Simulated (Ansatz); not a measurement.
**C2H12GaNSi: small, medium and large basis sets**

An exercise on one series of results from a longer session: the logs are not shown, and one member is left open.

Computed with Ansatz 0.2.0, Gaussian basis. Level: one geometry, several basis sets.

Plan: PBE0-D4/def2-SVP; ωB97M-V/def2-SVP; PBE0-D4/def2-QZVPP; ωB97M-V/def2-QZVPP; the functionals' def2-TZVPP values are taken from earlier runs.

1 further run of the same task is left out (it didn't finish). Runs told in other sessions of the task aren't counted.

## The relaxed structure

All runs share one geometry, relaxed beforehand with PBE0-D4 in a triple-zeta def2 set.

SMILES `[CH3][GaH-]([CH3])[NH2+][SiH3]`, 17 atoms, charge 0, spin multiplicity 1.

Atoms are counted from 1 here; the program's logs count them from 0.

Bond lengths: C1–Ga2 1.990 Å, C1–H6 1.094 Å, C1–H7 1.093 Å, C1–H8 1.094 Å, Ga2–C3 1.990 Å, Ga2–N4 2.221 Å, Ga2–H9 1.592 Å, C3–H10 1.094 Å, C3–H11 1.094 Å, C3–H12 1.093 Å, N4–Si5 1.772 Å, N4–H13 1.015 Å, N4–H14 1.015 Å, Si5–H15 1.487 Å, Si5–H16 1.478 Å, Si5–H17 1.478 Å. Angles: Ga2–C1–H6 112.4°, Ga2–C1–H7 112.5°, Ga2–C1–H8 109.5°, H6–C1–H7 108.2°, H6–C1–H8 106.8°, H7–C1–H8 107.2°, C1–Ga2–C3 118.9°, C1–Ga2–N4 100.2°, C1–Ga2–H9 117.5°, C3–Ga2–N4 100.2°, C3–Ga2–H9 117.5°, N4–Ga2–H9 94.4°, Ga2–C3–H10 112.4°, Ga2–C3–H11 109.5°, Ga2–C3–H12 112.5°, H10–C3–H11 106.8°, H10–C3–H12 108.2°, H11–C3–H12 107.2° and more.

Set-up of the first run:

The input, in.yaml:

```yaml
crystal:
  periodic: [false, false, false]
  atoms:
    - {symbol: C, position_ang: [-0.227457, 1.334392, 1.688286]}
    - {symbol: Ga, position_ang: [1.027807, 0.158515, 0.687269]}
    - {symbol: C, position_ang: [0.819397, -1.815136, 0.834495]}
    - {symbol: N, position_ang: [0.297648, 0.478799, -1.385685]}
    - {symbol: Si, position_ang: [-1.377255, -0.002835, -1.703504]}
    - {symbol: H, position_ang: [-0.294417, 2.336525, 1.254912]}
    - {symbol: H, position_ang: [-1.236805, 0.918460, 1.742529]}
    - {symbol: H, position_ang: [0.127813, 1.457058, 2.715697]}
    - {symbol: H, position_ang: [2.486845, 0.723491, 0.392151]}
    - {symbol: H, position_ang: [1.262244, -2.344989, -0.013835]}
    - {symbol: H, position_ang: [1.333093, -2.170384, 1.732691]}
    - {symbol: H, position_ang: [-0.226839, -2.120276, 0.918301]}
    - {symbol: H, position_ang: [0.470730, 1.467678, -1.533994]}
    - {symbol: H, position_ang: [0.978069, -0.026168, -1.944126]}
    - {symbol: H, position_ang: [-1.751592, 0.264109, -3.117308]}
    - {symbol: H, position_ang: [-2.236335, 0.792332, -0.800716]}
    - {symbol: H, position_ang: [-1.472046, -1.451872, -1.426761]}
basis:
  gaussian: {orbitals: def2-SVP}
hamiltonian: {xc: pbe0, dispersion: d4}
output: {orbitals: {seedname: orbitals}}
```

Launch:

```console
$ ansatz run in.yaml --threads 4 --pin off --events-out ev --progress --plain --max-ram 11315MiB
```

Among the steps run: PBE0-D4 in def2-SVP; ωB97M-V in def2-SVP; PBE0-D4 in def2-QZVPP; ωB97M-V in def2-QZVPP.

One of the session's tables, all rows but one given; the rest of the session is left out.

It belongs to the step «Density functionals: the series». 

```
functional       basis  HOMO (eV)
   PBE0-D4    def2-SVP          ?
   PBE0-D4  def2-TZVPP      -6.97
   PBE0-D4  def2-QZVPP      -6.98
   ωB97M-V    def2-SVP      -9.12
   ωB97M-V  def2-TZVPP      -9.21
   ωB97M-V  def2-QZVPP      -9.22
```

Q: Estimate the row for PBE0-D4, def2-SVP from the others.

The run gave: HOMO (eV): -6.88. In the column «HOMO (eV)» it is the highest.
